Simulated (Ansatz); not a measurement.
# PH2 (SMILES [PH2]) at U-wB97M-V/3-21G

Aim: the electronic atomisation energy of PH2 at U-wB97M-V/3-21G, from 3 runs. 

The calculation is run with Ansatz 0.2.0.

46 further runs of the same task are left out: 46 set aside as unsound or not needed.

## 1. Starting point

The species is PH2 (3 atoms), meant as a doublet with charge 0. SMILES: `[PH2]`. Geometry: relaxed at GFN2-xTB.

Bond lengths: P1–H2 1.392 Å, P1–H3 1.392 Å. Angles: H2–P1–H3 91.4°.

## 2. A single-point energy at U-wB97M-V/3-21G

Contents of run.yaml:

```yaml
crystal:
  periodic: [false, false, false]
  atoms:
    - {symbol: P, position_ang: [0.514470, -0.302750, 0.252680]}
    - {symbol: H, position_ang: [0.111510, 1.027360, 0.172420]}
    - {symbol: H, position_ang: [-0.625980, -0.724620, -0.425100]}
basis:
  gaussian: {orbitals: 3-21G.json}
magnetization: {spin_polarized: true, initial_magnetization: 1}
hamiltonian: {xc: {name: wB97M-V}}
accuracy: high
```

The basis set 3-21G is read from a file made from the Basis Set Exchange's data (not shown).

The run is started by

```
ansatz run run.yaml --threads 1 --pin off --max-ram 2610MiB --events-out events.jsonl --progress --plain --runs-dir runs
```

What it wrote:

```text
Warning: RAYON_NUM_THREADS=1 ignored (pool sized by the plan → 1); use --threads N
Functional definition: wB97M-V
  name "wB97M-V"
  parameter omega = 0.3/bohr
  parameter cx = 0.15
  parameter cx01 = 1.007
  parameter cx10 = 0.259
  parameter css00 = 0.443
  parameter css04 = -1.437
  parameter css10 = -4.535
  parameter css20 = -3.390
  parameter css43 = 4.278
  parameter cos00 = 1.000
  parameter cos10 = 1.358
  parameter cos20 = 2.924
  parameter cos21 = -8.812
  parameter cos60 = -1.390
  parameter cos61 = 9.142
  parameter b = 6.0
  parameter c = 0.01
  gx(w, u) = 1 - cx + cx01*u + cx10*w
  gss(w, u) = css00 + css04*u^4 + css10*w + css20*w^2 + css43*w^4*u^3
  gos(w, u) = cos00 + cos10*w + (cos20 + cos21*u)*w^2 + (cos60 + cos61*u)*w^6
  exchange = spin_sum(e_x_unif_sr(omega)*gx(b97_w, b97_u_x)) + cx*exact_x_sr(omega) + exact_x_lr(omega)
  correlation = spin_sum(e_c_pw_mod_same_spin*gss(b97_w, b97_u_same))
      + integral(e_c_pw_mod_opposite_spin*gos(b97_w_opposite, b97_u_opposite)) + vv10(b, c)
323 factors; integrals over basis functions are off by at most 2.1e-9 eV
124 factors; integrals over basis functions are off by at most 1.9e-9 eV
mean field evaluation 1: about -9271.1274 eV, gradient 3.6e0 eV
mean field evaluation 2: about -9271.2424 eV, gradient 1.0e0 eV
mean field evaluation 4: about -9271.2503 eV, gradient 7.2e-2 eV
mean field evaluation 8: about -9271.2380 eV, gradient 1.0e-3 eV
mean field evaluation 16: about -9271.2380 eV, gradient 9.2e-8 eV
mean field -9271.23796203 eV, -340.7117108339 hartree, gradient 9.0e-8 eV, S^2 0.751169; 0 other end points of the search recorded, 0 dependent functions left out
reference -9271.23796423 eV, -340.7117109147 hartree; 9, 8 occupied and 8, 9 virtual orbitals, 323 factors
Total energy: -9271.23796423 eV, -340.7117109147 hartree
```

Run time: 8.4 s. Hardware: 1 thread of Arm Neoverse V1, shared host; peak memory 0.31 GiB.

## 3. The H atom at the same level

Contents of input.yaml:

```yaml
crystal:
  periodic: [false, false, false]
  atoms:
    - {symbol: H, position_ang: [0.000000, 0.000000, 0.000000]}
basis:
  gaussian:
    orbitals: 3-21G.json
hamiltonian:
  xc: {name: wB97M-V}
accuracy: high
magnetization:
  spin_polarized: true
  initial_magnetization: 1
```

The basis set 3-21G is read from a file made from the Basis Set Exchange's data (not shown).

Run the same way, it converges to -0.48621 Eh (log not shown).

## 4. The P atom at the same level

Contents of job.yaml:

```yaml
crystal:
  periodic: [false, false, false]
  atoms:
    - {symbol: P, position_ang: [0.000000, 0.000000, 0.000000]}
basis:
  gaussian:
    orbitals: 3-21G.json
accuracy: high
hamiltonian:
  xc: {name: wB97M-V}
magnetization:
  spin_polarized: true
  initial_magnetization: 3
```

The basis set 3-21G is read from a file made from the Basis Set Exchange's data (not shown).

The run is started by

```
ansatz run job.yaml --threads 1 --pin off --max-ram 2610MiB --events-out events.jsonl --progress --plain --runs-dir runs
```

What it wrote, cut to the lines that bear on the results:

```text
Warning: RAYON_NUM_THREADS=1 ignored (pool sized by the plan → 1); use --threads N
[... 2 set-up lines as earlier in the session ...]
[...]
  gx(w, u) = 1 - cx + cx01*u + cx10*w
  gss(w, u) = css00 + css04*u^4 + css10*w + css20*w^2 + css43*w^4*u^3
  gos(w, u) = cos00 + cos10*w + (cos20 + cos21*u)*w^2 + (cos60 + cos61*u)*w^6
[...]
      + integral(e_c_pw_mod_opposite_spin*gos(b97_w_opposite, b97_u_opposite)) + vv10(b, c)
78 factors; integrals over basis functions are off by at most 2.3e-9 eV
38 factors; integrals over basis functions are off by at most 3.9e-10 eV
[...]
mean field -9238.63007058 eV, -339.5133929255 hartree, gradient 3.7e-8 eV, S^2 3.750011; 0 other end points of the search recorded, 0 dependent functions left out
reference -9238.63007244 eV, -339.5133929938 hartree; 9, 6 occupied and 4, 7 virtual orbitals, 78 factors
Total energy: -9238.63007244 eV, -339.5133929938 hartree
```

Wall time 3.9 s (1 thread of Arm Neoverse V1, shared host); peak memory 0.21 GiB.

## 5. What came out

Level: U-wB97M-V/3-21G.

| quantity | value |
| --- | --- |
| molecule: total energy | -340.71171 Eh |
| molecule: ⟨S²⟩ | 0.751 |
| H atom: total energy | -0.48621 Eh |
| H atom: ⟨S²⟩ | 0.750 |
| P atom: total energy | -339.51339 Eh |
| P atom: ⟨S²⟩ | 3.750 |
| electronic atomisation energy | 6.147 eV |

**Reading.** Taking the molecule apart into free atoms costs 6.15 eV (142 kcal/mol), before zero-point energy and without spin-orbit coupling. The basis has no polarisation functions, which makes bonds too weak.
